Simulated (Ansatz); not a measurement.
# NiCl6 in Ansatz: reference runs

Reference runs on NiCl6: the cell as given and a disturbed copy.

All numbers are computed with Ansatz 0.2.0; they aren't measurements. Logs are shortened: lines on timing, memory, paths and dates and some standing lists are left out, and cuts for length are marked.

### 1 The structure

The cell holds a slab with vacuum, 7 atoms: a = 8.201 Å, b = 8.201 Å, c = 45.248 Å, α = 90.00°, β = 90.00°, γ = 104.21°.

### 2 Single point, PBE, collinear spin, ferromagnetic start

Contents of input.yaml:

```yaml
crystal:
  lattice:
    - [5.036866, -6.471699, 0.0]
    - [5.036866, 6.471699, 0.0]
    - [0.0, 0.0, 45.248164]
  atoms:
    - { symbol: Ni, position: [0.0, 0.0, 0.0], spin: 1.0 }
    - { symbol: Cl, position: [0.969099, 0.736265, 0.0] }
    - { symbol: Cl, position: [0.030901, 0.263735, 0.0] }
    - { symbol: Cl, position: [0.736265, 0.969099, 0.0] }
    - { symbol: Cl, position: [0.263735, 0.030901, 0.0] }
    - { symbol: Cl, position: [0.0, 0.0, 0.750028] }
    - { symbol: Cl, position: [0.0, 0.0, 0.249972] }
hamiltonian:
  xc: pbe
  pseudopotentials: { kind: paw }
magnetization:
  spin_polarized: true
kpoints:
  mp_grid: { grid: [4, 4, 1] }
scf:
  occupations: { method: fermi_dirac, width: 0.05 }
output:
  forces: true
  stress: true
  eigenvalues: true
  write_density: true
  write_potential: true
  elf: true
  volumetric_format: npy
```

Potentials or basis: Ansatz PAW.

The run is started by

```bash
$ ansatz run input.yaml --threads 4 --pin off --max-ram 10240MiB --backend cpu --events-out ev --progress --plain --runs-dir out
```

Output:

```text
Warning: RAYON_NUM_THREADS=4 ignored (pool sized by the plan → 4); use --threads N
Engine: ansatz 0.2.0, x86_64-unknown-linux-gnu
Pseudopotentials: kind: paw
Pseudopotential: Ni, paw, valence charge 18, recommended cutoff 420 eV (normal), Ni.paw.azcp
Pseudopotential: Cl, paw, valence charge 7, recommended cutoff 420 eV (normal), Cl.paw.azcp
Functional definition: PBE
  parameter kappa = 0.804
  parameter beta = 0.06672455060314922
  exchange = pbe_x(kappa = kappa, mu = beta*pi^2/3)
  correlation = pbe_c(beta = beta)
Crystal: 7 atoms, lattice volume = 2949.916 Å³
Basis set: ecut = 420 eV, 57743 PW (Γ), exchange–correlation on 120×120×640 points (8 copies of the dense FFT grid, shifted against one another)
Bands: 38, of which v1, the nominal top of the filled ones, is band 30 counted from 1 (29 counted from 0)
Symmetry: 8 space group operations
Space group: Cmmm (ITA 65), of the structure as read, at distance tolerance 1.4e-4 Å
Magnetic group: BNS 65.481 (UNI 579), of the structure as read, at distance tolerance 1.4e-4 Å
k-points: 7 of 16
Non-local potential: Ni, projectors of the file, l = 0: 3, l = 1: 2, l = 2: 3, l = 3: 1
Non-local potential: Cl, projectors of the file, l = 0: 2, l = 1: 2, l = 2: 2
PAW form: soft (Blöchl's): semilocal exchange-correlation on the pseudo side does not see the compensation charge
PAW one-centre angular grid: Ni, 590 points (default); XC on 64 Gauss nodes
PAW one-centre angular grid: Cl, 110 points (default); XC on 64 Gauss nodes
Starting moments: Σ|m| = 1 μB on 1 of 7 sites
Initial wavefunctions: pseudopotential atomic-orbital guess
Functional: x = pbe(κ = 0.804, μ = 0.2195149727645171), c = pbe(β = 0.06672455060314922)
SCF iter   1: F=—  HF=-12315.930152 eV  |F-HF|=—  |Δ(HF+E_count)|=         —  Δρ=1.41e-2 (↑6.52e-3 ↓1.41e-2)  dr2=4.14e1  dr2_m=1.25e0  M=2.339 μB ∫|m|=2.454 μB  β_m=0.30  ethr=3.10e-3  ⟨swp⟩=11.4  Hψ=3153  notcnv=0  defer=2
Mixer restart at iter 1: flushing history
preconditioner: auto → none  [metal: Δε(μ)=0.089 eV  Ē_g=7.526 eV  σ=0.050 eV  W_gap=0.40  n_scr=136 (ndim 8)  ℏωp=4.5 eV  f_vac=0.872  D(μ)=10.19/eV (n_scr^D=14)  sad-step TF]
SCF iter   2: F=—  HF=-12313.640441 eV  |F-HF|=—  |Δ(HF+E_count)|=    2.29e0  Δρ=1.75e-2 (↑7.33e-3 ↓1.75e-2)  dr2=3.95e1  dr2_m=1.42e0  M=0.342 μB ∫|m|=0.465 μB  β_m=0.18  ethr=3.10e-3  ⟨swp⟩=3.9  Hψ=1224  notcnv=0  defer=23
preconditioner: auto → Resta (q_TF=auto, 1.425 Å⁻¹)  ε∞=1.3  [insulator: Δε(μ)=1.043 eV  Ē_g=8.444 eV  σ=0.050 eV  W_gap=0.69  n_scr=136 (ndim 8)  ℏωp=4.5 eV  f_vac=0.874  D(μ)=56.51/eV (n_scr^D=330)  ε∞_Penn≈1.3  vacuum switching on, ρ_ref=5.2e-3 e/Å³]
spin=Collinear: Resta preconditioning applied to the charge; magnetization (m = ρ↑ − ρ↓) channel mixes plain (no charge-response kernel on spin).
SCF iter   3: F=—  HF=-12313.822905 eV  |F-HF|=—  |Δ(HF+E_count)|=   1.82e-1  Δρ=6.54e-3 (↑5.34e-3 ↓6.54e-3)  dr2=1.32e1  dr2_m=1.61e-1  M=1.003 μB ∫|m|=1.136 μB  β_m=0.23  ethr=3.10e-3  ⟨swp⟩=3.3  Hψ=1069  notcnv=0  defer=16
SCF iter   4: F=—  HF=-12315.231650 eV  |F-HF|=—  |Δ(HF+E_count)|=    1.41e0  Δρ=6.71e-3 (↑5.74e-3 ↓6.71e-3)  dr2=3.76e1  dr2_m=2.05e-1  M=2.005 μB ∫|m|=2.129 μB  β_m=0.07  ethr=3.10e-3  ⟨swp⟩=1.8  Hψ=661  notcnv=0  defer=9  recentre
SCF iter   5: F=—  HF=-12313.888076 eV  |F-HF|=—  |Δ(HF+E_count)|=    1.34e0  Δρ=2.63e-3 (↑2.55e-3 ↓2.63e-3)  dr2=4.51e-1  dr2_m=9.20e-2  M=1.804 μB ∫|m|=1.907 μB  β_m=0.14  ethr=3.10e-3  ⟨swp⟩=2.1  Hψ=661  notcnv=0  defer=8
SCF iter   6: F=—  HF=-12314.158103 eV  |F-HF|=—  |Δ(HF+E_count)|=   2.70e-1  Δρ=8.35e-3 (↑3.53e-3 ↓8.35e-3)  dr2=1.70e1  dr2_m=4.38e-1  M=0.813 μB ∫|m|=0.980 μB  β_m=0.12  ethr=7.52e-4  ⟨swp⟩=2.6  Hψ=701  notcnv=0  defer=22  recentre
SCF iter   7: F=—  HF=-12314.124728 eV  |F-HF|=—  |Δ(HF+E_count)|=   3.34e-2  Δρ=2.28e-3 (↑1.20e-3 ↓2.28e-3)  dr2=1.17e0  dr2_m=4.27e-2  M=2.012 μB ∫|m|=2.116 μB  β_m=0.54  ethr=7.52e-4  ⟨swp⟩=3.9  Hψ=771  notcnv=0  defer=22
SCF iter   8: F=—  HF=-12314.340362 eV  |F-HF|=—  |Δ(HF+E_count)|=   2.16e-1  Δρ=7.48e-3 (↑2.79e-3 ↓7.48e-3)  dr2=1.50e1  dr2_m=3.73e-1  M=0.850 μB ∫|m|=1.070 μB  β_m=0.52  ethr=7.52e-4  ⟨swp⟩=2.3  Hψ=681  notcnv=0  defer=23  recentre
SCF iter   9: F=—  HF=-12314.266004 eV  |F-HF|=—  |Δ(HF+E_count)|=   7.44e-2  Δρ=1.86e-3 (↑9.49e-4 ↓1.86e-3)  dr2=4.45e-1  dr2_m=3.58e-2  M=1.755 μB ∫|m|=2.119 μB  β_m=0.76  ethr=7.52e-4  ⟨swp⟩=3.4  Hψ=692  notcnv=0  defer=24
[... 41 lines left out ...]
SCF 1 converged in 48 iterations: F = -12314.607914 eV  dr2 = 2.33e-9
smearing (spin ↑): bands 26 to 31 share 4.056 electrons (bands counted from 0; each is filled to between 0.6545 and 0.7080 of a full level; at each k-point the levels lie within 1.2e-2 eV, against a smearing width of 0.0500 eV). The entropy term TS of this state is 0.2802 eV
WARN: The output density's exchange-correlation potential varies sharply where the density is thin. Do not read a vacuum level from v_tot or v_xc, or from such a field of the output density. On a cell that repeats whose density bears no net charge and no dipole along the vacuum's axis use v_es (v_loc + v_h of the components); under efield.dipole_correction with no amplitude use v_es + v_field, which holds any external_charges[].barrier, or the levels of the report's work_function block, which leave it out; under a non-zero efield.amplitude the vacuum is tilted and has no level; on a cell that repeats and bears such a dipole with no correction it is tilted too, and efield.dipole_correction with no amplitude gives each side of its ramp a level where efield: is served; in a cell that repeats whose density bears a net charge (total_charge, or a fill off its count) it is curved and has none; of a slab under crystal.periodic whose density bears no net charge use v_es, which has a level on each side, short of where the two are joined; of another it falls or rises all the way out and has none; of a slab beside external_charges read slab_vacuum_level instead, which it has where they leave it neutral. The grid or the basis barely resolves most such structure, and the values can differ between equally converged runs; as a rule a tighter scf.convergence.dr2_threshold does not remove it. Where the density itself ripples (under the LDA too) a higher basis.ecutwfc lessens it. The files hold the spikes' plane waves up to the density's cutoff. Files: v_tot_of_output_density and the like, and their columns of v_z.tsv (output.write_potential); v_xc_of_output_density and the like, and their columns of v_comp_z.tsv (output.write_potential_components). Measured: with its Gaussian average of σ = 0.25 Å subtracted twice, the exchange-correlation potential is over 0.1 eV at 4217 of the grid points where the equally averaged density (valence and model cores) is under 1e-3 e/Å³, and 1.22 eV at the most among them, at an averaged density of 7.1e-5 e/Å³. The input density's (outcome.potential() and, of a run that writes arrays, v_tot and v_xc) is over 0.1 eV, so measured, at 4197 points of its own thin density, 1.22 eV at the most. See output.write_potential in the manual, Limitations
SCF converged after 48 iterations
Magnetization: 0.1120 μB (30.0560 up, 29.9440 down)
Absolute magnetization: 4.1117 μB (∫|ρ↑−ρ↓|, with the PAW one-centre terms)
Spin contamination: 0.7074 ħ² per cell (⟨S²⟩ above its minimum at these occupations)
Per-site moments (μB) at R_I (Å): [(0.742455656094949, 0.8724079685617374), (0.2109273736027963, 0.872407968561738), (0.2109273736027961, 0.8724079685617374), (0.21092737360279665, 0.872407968561738), (0.21092737360279631, 0.8724079685617374), (-0.9718209361359894, 3.382824628174069), (-0.9718209361359903, 3.382824628174069)]
Free energy (F): -12314.607914 eV
Harris-Foulkes:  -12314.607914 eV  (|F-HF|=2.15e-9)
Internal energy: -12314.327694 eV  (E = F + TS)
E sigma→0 (E₀):  -12314.467804 eV
Entropy (-TS):   -0.280220 eV (-40.031 meV/atom)
Fermi energy:    -7.264104 eV
--- Per-component energies (eV) ---
  E_band       = -1254.981580
  E_kinetic    = 1231.530839
  E_local      = -29885.096567  (includes V_loc(G=0)·N_el)
  E_nonlocal   = 803.958460
  E_hartree    = 13958.290163
  E_xc         = -715.780249
  E_vxc        = -825.273634  (∫ρ·V_xc dr)
  E_paw        = -5579.690177  (= ΣΔE_a)
  E_vpaw       = -496.676257  (= ΣTr[D̂ρ^β])
  E_aug_tail   = 0.001080  (compensation charges beyond the density's cutoff)
  E_ewald      = 7872.458757
  E_smearing   = -0.280220  (= −TS)
  E_closure    = 0.000000  (closes the sum)
  Σ components = -12314.607914   (vs F -12314.607914, Δ=0.00e0)
--- Forces (eV/Å), atoms counted from 1 ---
  atom   1  Ni     0.00000000     0.00000000     0.00000000
  atom   2  Cl    -0.10042229    -0.02070899     0.00000000
  atom   3  Cl     0.10042229     0.02070899     0.00000000
  atom   4  Cl    -0.10042229     0.02070899     0.00000000
  atom   5  Cl     0.10042229    -0.02070899     0.00000000
  atom   6  Cl     0.00000000    -0.00000000     0.00110835
  atom   7  Cl    -0.00000000     0.00000000    -0.00110835
  max |Σ_I F_I| component: 0.00e0 eV/Å
--- Stress (GPa, compression-positive) ---
        0.029771       0.000000       0.000000
        0.000000       0.002599       0.000000
        0.000000       0.000000      -0.001347
  P = ⅓ Tr σ = 0.0103 GPa (0.103 kbar)
--- Band table (eV; the first three rows and the last of 14) ---
  k-point 0 ↑: bands = ["-111.3358", "-71.8793", "-71.8680", "-71.3482", "-21.8631", "-21.2001", "-21.1521", "-20.9070", "-19.3338", "-19.3338", "-11.7931", "-11.5634", "-11.1583", "-10.2510", "-10.2308", "-10.1469", "-10.0372", "-9.5072", "-8.5401", "-8.4965", "-8.3443", "-8.3180", "-8.2374", "-8.0171", "-8.0147", "-7.6518", "-7.3084", "-7.3084", "-7.2976", "-7.2976", "-7.2961", "-7.2961", "-6.0430", "-1.2530", "-0.4657", "-0.0424", "0.0134", "0.1510"]
  k-point 1 ↑: bands = ["-111.3358", "-71.8793", "-71.8680", "-71.3482", "-21.8584", "-21.2075", "-21.1576", "-20.8998", "-19.3338", "-19.3338", "-11.7581", "-11.5369", "-11.1600", "-10.2540", "-10.2328", "-10.1933", "-10.0743", "-9.4980", "-8.5366", "-8.4840", "-8.3924", "-8.3080", "-8.2403", "-8.0365", "-8.0158", "-7.6582", "-7.3083", "-7.3083", "-7.2978", "-7.2978", "-7.2963", "-7.2963", "-5.9640", "-1.0554", "-0.4396", "0.1059", "0.1637", "0.2643"]
  k-point 2 ↑: bands = ["-111.3358", "-71.8793", "-71.8680", "-71.3482", "-21.8536", "-21.2160", "-21.1614", "-20.8931", "-19.3338", "-19.3338", "-11.7290", "-11.4970", "-11.1606", "-10.2757", "-10.2573", "-10.2343", "-10.0850", "-9.4889", "-8.5302", "-8.4702", "-8.4403", "-8.2891", "-8.2483", "-8.0583", "-8.0158", "-7.6666", "-7.3083", "-7.3083", "-7.2982", "-7.2982", "-7.2965", "-7.2965", "-5.8892", "-0.6935", "-0.4131", "-0.1947", "0.4570", "0.4785"]
  k-point 6 ↓: bands = ["-110.4133", "-71.0911", "-71.0897", "-70.2105", "-21.5560", "-20.9141", "-20.8638", "-20.5548", "-20.2692", "-20.2692", "-11.4669", "-11.0943", "-10.7916", "-10.1194", "-10.1083", "-9.5187", "-9.4786", "-9.1580", "-8.1755", "-8.1755", "-8.1707", "-8.1672", "-8.1672", "-8.1233", "-8.1036", "-8.1036", "-8.0762", "-7.9445", "-7.7781", "-7.2553", "-7.2491", "-7.2246", "-5.3422", "-0.2717", "-0.2498", "0.1014", "0.4358", "0.6541"]
```

Wall time 96 s (4 threads of Intel Xeon Platinum 8488C (Sapphire Rapids), shared host); peak memory 4.6 GiB.

Results:

```yaml
Free_energy: -12314.6079 eV
Largest_force: 0.103 eV/Å
Net_moment: 0.11 μB per cell
Absolute_moment: 4.11 μB per cell
Site_moments: Ni +0.74; Cl +0.21, -0.97 μB
```

Forces in eV/Å, atoms in the order of the input:
```
Ni   0.000  0.000  0.000
Cl  -0.100 -0.021  0.000
Cl   0.100  0.021  0.000
Cl  -0.100  0.021  0.000
Cl   0.100 -0.021  0.000
Cl   0.000  0.000  0.001
Cl   0.000  0.000 -0.001
```

Levels at points of the mesh, in eV from the Fermi level:
Spin up:
```csv
k point,band 29,band 30,band 31,band 32,band 33,band 34,band 35,band 36
"(0.00, 0.00, 0.00)",-0.03,-0.03,-0.03,-0.03,1.22,6.01,6.80,7.22
"(0.00, -0.50, 0.00)",-0.03,-0.03,-0.03,-0.03,1.37,6.57,6.85,7.07
"(-0.50, -0.50, 0.00)",-0.03,-0.03,-0.03,-0.03,1.54,6.90,6.94,7.31
```
Spin down:
```
             k point  band 25  band 26  band 27  band 28  band 29  band 30  band 31  band 32  band 33  band 34
  (0.00, 0.00, 0.00)    -0.84    -0.84    -0.74    -0.71    -0.49     0.05     0.05     0.07     1.60     6.09
 (0.00, -0.50, 0.00)    -0.84    -0.84    -0.82    -0.68    -0.50     0.01     0.05     0.06     1.75     6.66
(-0.50, -0.50, 0.00)    -0.84    -0.84    -0.81    -0.68    -0.51     0.01     0.02     0.04     1.92     6.99
```

(Part 1 of 2 ends here.)
